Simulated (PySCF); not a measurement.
# H7NOSi2Te: the cost of one run

Computed with PySCF 2.14.0 and routines of our own; the level stands in each step. Atoms count from 0.

## Step 1: The system as given

12 atoms, charge 0, multiplicity 1; geometry from: GFN2-xTB.

## Step 2: Relaxing the molecule at PBE0-D3(BJ)/def2-SVP

What the job is given:

```
{"job": {"xc": "PBE0", "basis": "def2-SVP", "d3": "d3bj", "grid": 1, "maxiter": 30, "shake": 0.01, "kind": "geom"}, "charge": 0, "multiplicity": 1}
N      1.555710    -1.373760    -0.227650
Si     0.754630    -0.082940     0.622490
Te     1.476480     2.095240    -0.289600
O     -0.834710    -0.117600     0.523730
Si    -2.249160     0.312140    -0.198700
H      1.234690    -2.293530    -0.085870
H      1.858560    -1.221710    -1.178980
H      0.995860    -0.324880     2.036370
H      3.079730     1.685790    -0.120300
H     -3.281910    -0.265120     0.669860
H     -2.256370    -0.224680    -1.539850
H     -2.293820     1.782770    -0.220520
```

On the command line:

```
$ OMP_NUM_THREADS=1 python heavy_run.py task.json out
```

This one command runs all jobs of the session in turn.

**Question.** How long does this first job take on 1 thread of Arm Neoverse V1, shared host, and how much memory does it need?

About 76 s, with a peak of 0.54 GiB.
